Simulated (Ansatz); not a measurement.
A nudged elastic band was laid between two geometries of a periodic cell of 13 atoms, Mg12H (host Mg, host structure hcp, interstitial H).

Level of theory: DFT PBE-D3(BJ), scalar-relativistic, plane waves, PAW in Ansatz. Settings: cutoff 420 eV, k mesh 3x2x3, gaussian smearing 0.15 eV, no spin polarisation.

```yaml
movable_images: 5
climbing_image: yes
spring: 2.0 eV/Å²
optimiser: quadratic models (default)
start_path: IDPP
force_threshold: 0.05 eV/Å
iteration_limit: 48
end_points: relaxed
```

Initial state:

```xyz
13
Lattice="6.4200 0.0000 0.0000 -4.8150 8.3398 0.0000 0.0000 0.0000 5.2130" Properties=species:S:1:pos:R:3
Mg -0.004 -0.007 0.017
Mg -0.022 1.833 2.617
Mg -1.604 2.776 0.020
Mg -1.555 4.573 2.593
Mg -3.206 5.566 -0.027
Mg -3.221 7.486 2.592
Mg 3.219 -0.005 0.025
Mg 3.225 1.862 2.646
Mg 1.594 2.759 0.016
Mg 1.563 4.580 2.590
Mg 0.001 5.560 0.028
Mg 0.011 7.414 2.634
H -3.203 5.564 3.132
```

Final state:

Only the atoms that move by more than 0.05 Å are listed.
```
Mg8 3.223 1.870 2.575
H13 -3.206 5.576 2.061
```

(1) Which bonds break or form, and what moves?

(2) Give the energies along the band, and the barrier.

(3) What is the geometry of the highest image?

## Answers

(1) The atom that moves furthest is H13, by 1.07 Å; four of its nearest neighbours are Mg4 2.00, Mg6 2.00, Mg10 2.00, Mg5 2.05 Å at the first end and Mg6 2.00, Mg10 2.00, Mg4 2.01, Mg5 2.04 Å at the last.

(2) The run converged. The highest image is number 3 of 0 to 6, 0.047 eV above the ends, which have the same energy within 2 meV. By the program's own check the climbing image is of a kind that is not told: the force calls were inconclusive, a negative curvature could not be distinguished from the path's own, the only one lies far off the path, or fixed occupations may fill a level only in part (lowest curvatures found: -0.81 and 0.82 eV/Å²). Limits of this set-up: coarse k mesh, odd electron count without spin, a small cell, in which the defect meets its images, a typed lattice constant that wasn't relaxed here.

```json
{"image": "0", "path coordinate (Å)": "0.00", "energy (eV)": "0.000"}
{"image": "1", "path coordinate (Å)": "0.17", "energy (eV)": "0.013"}
{"image": "2", "path coordinate (Å)": "0.34", "energy (eV)": "0.036"}
{"image": "3", "path coordinate (Å)": "0.51", "energy (eV)": "0.047"}
{"image": "4", "path coordinate (Å)": "0.69", "energy (eV)": "0.035"}
{"image": "5", "path coordinate (Å)": "0.87", "energy (eV)": "0.011"}
{"image": "6", "path coordinate (Å)": "1.05", "energy (eV)": "0.000"}
```

(3) 
```xyz
13
Lattice="6.4200 0.0000 0.0000 -4.8150 8.3398 0.0000 0.0000 0.0000 5.2130" Properties=species:S:1:pos:R:3
Mg -0.002 -0.003 0.000
Mg -0.023 1.835 2.607
Mg -1.603 2.777 0.000
Mg -1.530 4.555 2.607
Mg -3.206 5.566 0.000
Mg -3.225 7.528 2.607
Mg 3.217 -0.005 0.000
Mg 3.224 1.865 2.607
Mg 1.598 2.771 0.001
Mg 1.531 4.572 2.607
Mg 0.001 5.565 0.000
Mg 0.007 7.419 2.607
H -3.199 5.574 2.606
```

Run time: 7.9 min on 2 threads of Arm Neoverse V1, with other jobs on the host, peak memory 1.2 GiB.
